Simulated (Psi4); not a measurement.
# CH4AlO2 (SMILES C[O][Al][OH]) at UMP2/aug-cc-pVDZ (density fitting with def2-universal-jkfit, density fitting for correlation, sweep point 3)

Aim: the vertical ionisation energy of CH4AlO2 at UMP2/aug-cc-pVDZ (density fitting with def2-universal-jkfit, density fitting for correlation, sweep point 3), from 2 runs. 

Program for the calculation: Psi4 1.11.

2 further runs of the same task are left out: 2 set aside as unsound or not needed. Runs told in other sessions of the task aren't counted.

### Step 1. The molecule

The species is CH4AlO2 (8 atoms), meant as a doublet with charge 0. SMILES: `C[O][Al][OH]`. The coordinates come from a PBE0-D4/def2-TZVP relaxation. This is one conformer, not always the lowest.

Bond lengths: C1–O2 1.394 Å, O2–Al3 1.683 Å, Al3–O4 1.701 Å, C1–H5 1.097 Å, C1–H6 1.095 Å, C1–H7 1.095 Å, O4–H8 0.956 Å. Angles: C1–O2–Al3 139.7°, O2–Al3–O4 116.5°, O2–C1–H5 112.7°, O2–C1–H6 110.1°, O2–C1–H7 110.0°, Al3–O4–H8 121.5°, H5–C1–H6 108.0°, H5–C1–H7 108.0°, H6–C1–H7 107.9°.

### Step 2. A single-point energy at UMP2/aug-cc-pVDZ (density fitting with def2-universal-jkfit, density fitting for correlation, sweep point 3)

ch4alo2.py reads:

```python
import psi4

psi4.set_memory('1600 MB')
psi4.set_num_threads(1)
psi4.set_output_file('output.dat', False)

m = psi4.geometry("""
0 2
C      0.292700     1.365900    -0.669900
O     -0.035800     0.282500     0.144300
Al    -0.062600    -1.399600     0.093000
O     -0.601900    -2.191900     1.497900
H      0.661200     1.058300    -1.655900
H     -0.585400     2.002400    -0.820800
H      1.070000     1.971500    -0.192500
H     -0.646300    -3.146000     1.548200
symmetry c1
""")

psi4.set_options({
    'basis': 'aug-cc-pVDZ',
    'reference': 'uhf',
    'puream': True,
    'scf_type': 'df',
    'num_frozen_docc': 8,
    'df_basis_scf': 'def2-universal-jkfit',
    'maxiter': 100,
})

e_tot = psi4.energy("mp2")
print(f'mp2 energy: {e_tot:.10f} Eh')
```

On the command line:

```bash
$ python ch4alo2.py
```

output.dat:

```text
[...]
  Running in c1 symmetry.
[...]
  Nuclear repulsion =  149.181418560019097
[...]
  Multiplicity = 2
[...]
  Nalpha       = 20
  Nbeta        = 19
[...]
    Number of basis functions: 132
[...]
   @DF-UHF iter   1:  -431.68358225604771   -1.07706e+00   5.53359e-03 DIIS/ADIIS
[...]
   @DF-UHF iter  14:  -431.93289592274465   -1.50635e-11   5.14169e-09 DIIS
[...]
   @S^2 Observed:                7.528388403E-01
[...]
    Orbital Energies [Eh]
    ---------------------
    Alpha Occupied:
       1A    -58.502540     2A    -20.549596     3A    -20.541589
       4A    -11.278617     5A     -4.915512     6A     -3.230834
       7A     -3.227843     8A     -3.226185     9A     -1.331948
      10A     -1.311204    11A     -0.916071    12A     -0.687952
      13A     -0.645677    14A     -0.614503    15A     -0.605409
      16A     -0.544245    17A     -0.497583    18A     -0.461769
      19A     -0.439100    20A     -0.318318
    Alpha Virtual:
      21A      0.027365    22A      0.028218    23A      0.037047
      24A      0.042637    25A      0.069942    26A      0.070873
[...]
  @DF-UHF Final Energy:  -431.93289592274465
   => Energetics <=
    Nuclear Repulsion Energy =            149.1814185600190967
    One-Electron Energy =                -894.9773173759517704
    Two-Electron Energy =                 313.8630028931880247
    Total Energy =                       -431.9328959227446489
  UHF NO Occupations:
  HONO-2 :   18  A 1.9996621
  HONO-1 :   19  A 1.9992351
  HONO-0 :   20  A 1.0000000
  LUNO+0 :   21  A 0.0007649
  LUNO+1 :   22  A 0.0003379
[...]
 Multipole Moments:
 ------------------------------------------------------------------------------------
     Multipole            Electronic (a.u.)      Nuclear  (a.u.)        Total (a.u.)
 ------------------------------------------------------------------------------------
 L = 1.  Multiply by 2.5417464519 to convert [e a0] to [Debye]
 Dipole X            :         -0.5679458            0.8205467            0.2526009
 Dipole Y            :         -5.3115613            4.9455392           -0.3660221
 Dipole Z            :          1.1556893           -1.8696356           -0.7139463
 Magnitude           :                                                    0.8411294
[...]
```

The script printed:

```text
mp2 energy: -432.5312880032 Eh
```

Wall time 6.9 s (1 thread of Intel Xeon Platinum 8375C at 2.90GHz (Ice Lake), shared host); peak memory 0.3 GiB.

### Step 3. The singlet cation, same level

job.py reads:

```python
import psi4

psi4.set_memory(1600000000)
psi4.set_num_threads(1)
psi4.set_output_file('output.dat', False)

geom = psi4.geometry("""
1 1
C      0.292700     1.365900    -0.669900
O     -0.035800     0.282500     0.144300
Al    -0.062600    -1.399600     0.093000
O     -0.601900    -2.191900     1.497900
H      0.661200     1.058300    -1.655900
H     -0.585400     2.002400    -0.820800
H      1.070000     1.971500    -0.192500
H     -0.646300    -3.146000     1.548200
symmetry c1
""")

psi4.set_options({
    'basis': 'aug-cc-pVDZ',
    'puream': True,
    'scf_type': 'df',
    'num_frozen_docc': 8,
    'df_basis_scf': 'def2-universal-jkfit',
})

e_tot, wfn = psi4.energy('mp2', molecule=geom, return_wfn=True)
print('E =', round(e_tot, 9))
for k, v in sorted(psi4.core.scalar_variables().items()):
    print(f'{k:45s} {v:18.10f}')
```

On the command line:

```bash
$ python job.py
```

output.dat:

```text
[...]
  Running in c1 symmetry.
[...]
  Nuclear repulsion =  149.181418560019097
[...]
  Multiplicity = 1
[...]
  Nalpha       = 19
  Nbeta        = 19
[...]
    Number of basis functions: 132
[...]
   @DF-RHF iter   1:  -431.40724833676677   -8.00730e-01   5.26372e-03 ADIIS/DIIS
[...]
   @DF-RHF iter  13:  -431.63787165230997   -2.21689e-11   5.20057e-09 DIIS
[...]
    Orbital Energies [Eh]
    ---------------------
    Doubly Occupied:
       1A    -58.819747     2A    -20.789450     3A    -20.776080
       4A    -11.445362     5A     -5.223227     6A     -3.538535
       7A     -3.538356     8A     -3.535742     9A     -1.545238
      10A     -1.532586    11A     -1.095427    12A     -0.906882
      13A     -0.839360    14A     -0.802628    15A     -0.796352
      16A     -0.744624    17A     -0.724507    18A     -0.643853
      19A     -0.636033
[...]
  @DF-RHF Final Energy:  -431.63787165230997
   => Energetics <=
    Nuclear Repulsion Energy =            149.1814185600190967
    One-Electron Energy =                -885.7706026204512000
    Two-Electron Energy =                 304.9513124081221349
    Total Energy =                       -431.6378716523099683
[...]
 Multipole Moments:
 ------------------------------------------------------------------------------------
     Multipole            Electronic (a.u.)      Nuclear  (a.u.)        Total (a.u.)
 ------------------------------------------------------------------------------------
 L = 1.  Multiply by 2.5417464519 to convert [e a0] to [Debye]
 Dipole X            :         -0.2068696            0.8205467            0.6136771
 Dipole Y            :         -6.8089855            4.9455392           -1.8634464
 Dipole Z            :          0.0676266           -1.8696356           -1.8020090
 Magnitude           :                                                    2.6638822
[...]
```

The script printed:

```text
E = -432.243441087
CURRENT CORRELATION ENERGY                         -0.6055694352
CURRENT ENERGY                                   -432.2434410875
CURRENT REFERENCE ENERGY                         -431.6378716523
CUSTOM SCS-MP2 CORRELATION ENERGY                  -0.5931458703
CUSTOM SCS-MP2 TOTAL ENERGY                      -432.2310175226
DD SOLVATION ENERGY                                 0.0000000000
HF KINETIC ENERGY                                 431.2205898055
HF POTENTIAL ENERGY                              -862.8584614578
HF TOTAL ENERGY                                  -431.6378716523
HF VIRIAL RATIO                                     2.0009676761
MP2 CORRELATION ENERGY                             -0.6055694352
MP2 DOUBLES ENERGY                                 -0.6055694352
MP2 OPPOSITE-SPIN CORRELATION ENERGY               -0.4514877599
MP2 SAME-SPIN CORRELATION ENERGY                   -0.1540816753
MP2 SINGLES ENERGY                                 -0.0000000000
MP2 TOTAL ENERGY                                 -432.2434410875
NUCLEAR REPULSION ENERGY                          149.1814185600
ONE-ELECTRON ENERGY                              -885.7706026205
PCM POLARIZATION ENERGY                             0.0000000000
PE ENERGY                                           0.0000000000
SCF ITERATION ENERGY                             -431.6378716523
SCF ITERATIONS                                     13.0000000000
SCF TOTAL ENERGY                                 -431.6378716523
SCS-MP2 CORRELATION ENERGY                         -0.5931458703
SCS-MP2 TOTAL ENERGY                             -432.2310175226
TWO-ELECTRON ENERGY                               304.9513124081
```

Run time: 6 s. Hardware: 1 thread of Intel Xeon Platinum 8375C at 2.90GHz (Ice Lake), shared host; peak memory 0.3 GiB.

### Step 4. What came out

Level: UMP2/aug-cc-pVDZ (density fitting with def2-universal-jkfit, density fitting for correlation, sweep point 3), 8 core orbitals frozen.

```
                                                                   quantity          value
                                              doublet CH4AlO2: total energy  -432.53129 Eh
doublet CH4AlO2: HOMO energy (Hartree–Fock orbitals) (highest over α and β)       -8.66 eV
 doublet CH4AlO2: LUMO energy (Hartree–Fock orbitals) (lowest over α and β)        0.29 eV
               doublet CH4AlO2: correlation energy (8 core orbitals frozen)     -598.4 mEh
                         doublet CH4AlO2: ⟨S²⟩ of the reference determinant          0.753
                                               singlet cation: total energy  -432.24344 Eh
                        singlet cation: HOMO energy (Hartree–Fock orbitals)      -17.31 eV
                        singlet cation: LUMO energy (Hartree–Fock orbitals)       -7.35 eV
                      singlet cation: HOMO–LUMO gap (Hartree–Fock orbitals)        9.95 eV
                singlet cation: correlation energy (8 core orbitals frozen)     -605.6 mEh
                         vertical ionisation energy (to the singlet cation)       7.833 eV
```

In words: The vertical ionisation energy comes to 7.83 eV (181 kcal/mol).
